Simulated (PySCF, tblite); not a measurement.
# C₅H₁₃BN₂: geometry, infrared bands and NMR shifts

Wanted: the infrared bands and NMR shifts of C₅H₁₃BN₂ (`C/C=C\CNB(C)N`), by calculation.

Programs: tblite 0.8.0 and PySCF 2.14.0, with density-fitted response routines of our own. Each step states its level of theory. These are calculated values for one molecule in the gas phase, unless marked as measured. Atoms are numbered from 0 throughout.

## (1) The starting structure

21 atoms, charge 0, multiplicity 1; geometry from: force field or distance geometry start.

Bonds of the start (Å): C0–C1 1.46, C1–C2 1.33, C2–C3 1.46, C3–N4 1.46, N4–B5 1.52, B5–C6 1.61, B5–N7 1.52, C0–H8 1.10, C0–H9 1.09, C0–H10 1.12, C1–H11 1.10, C2–H12 1.10, C3–H13 1.11, C3–H14 1.10, N4–H15 1.05, C6–H16 1.12, C6–H17 1.09, C6–H18 1.12, N7–H19 1.03, N7–H20 1.06.

## (2) Relaxing the molecule with GFN2-xTB

The job: settings as JSON, then the geometry in Å.

```
{"job": {"kind": "relax", "xc": "GFN2-xTB", "basis": "xTB"}, "charge": 0, "multiplicity": 1}
C     -3.048900     0.759000    -0.000600
C     -2.705300    -0.660400     0.111700
C     -1.480600    -1.151300    -0.030600
C     -0.279100    -0.381100    -0.359600
N      0.661400    -0.597400     0.741700
B      1.973200     0.137800     0.538400
C      3.115500    -0.647800    -0.276000
N      1.933300     1.640400     0.301400
H     -3.437300     0.956700    -1.015900
H     -2.273600     1.463300     0.305400
H     -3.893800     0.925500     0.717800
H     -3.520800    -1.361200     0.360600
H     -1.385300    -2.238400     0.098400
H      0.243200    -0.738500    -1.266500
H     -0.437500     0.702400    -0.486700
H      0.242200    -0.388700     1.681600
H      2.577800    -1.019100    -1.186100
H      3.962800    -0.006900    -0.522000
H      3.408200    -1.560000     0.296300
H      1.429600     2.136500     1.056500
H      2.905700     2.046000     0.243100
```

Started as:

```bash
> OMP_NUM_THREADS=1 python probes_run.py task.json out
```

The driver reads the jobs from task.json and runs them one after another.

**Question.** This job is followed by: GFN2-xTB harmonic vibrations, gas phase; GIAO PBE0/pcSseg-1 NMR shielding, non-relativistic, gas phase. Predict these results of the whole session: strongest single infrared mode (GFN2-xTB); zero-point energy (GFN2-xTB); 13C shifts against TMS (PBE0/pcSseg-1); 1H shifts against TMS (PBE0/pcSseg-1, means over atoms taken as alike); 15N shifts against NH3 (PBE0/pcSseg-1); 11B shifts against BF3·OEt2 (PBE0/pcSseg-1); surface potential, 1st and 99th percentile.

As calculated:

| quantity | value |
| --- | --- |
| strongest single infrared mode (GFN2-xTB) | 1456 cm⁻¹, 382 km/mol |
| zero-point energy (GFN2-xTB) | 113.4 kcal/mol |
| 13C shifts against TMS (PBE0/pcSseg-1) | 139.0, 131.5, 42.6, 15.1, -1.6 ppm |
| 1H shifts against TMS (PBE0/pcSseg-1, means over atoms taken as alike) | 5.83, 5.74, 3.68, 1.99, 1.83, 1.71, 0.12 ppm |
| 15N shifts against NH3 (PBE0/pcSseg-1) | 95.1, 67.1 ppm |
| 11B shifts against BF3·OEt2 (PBE0/pcSseg-1) | 26.4 ppm |
| surface potential, 1st and 99th percentile | -0.96 V and 1.36 V |

What this shows: Over 188 steps the energy fell by 1.651 eV; of the close pairs, B5–N7 changed most, 1.522 to 1.407 Å. The lowest mode is slightly imaginary (9i cm⁻¹), a soft motion within the noise of the Hessian, so the minimum is not strictly shown. The strongest single mode, at 1456 cm⁻¹, is carried by N4, B5, H15. GFN2-xTB is a fitted tight-binding method: band positions and strengths are rough. Its intensities can rank the bands wrongly.
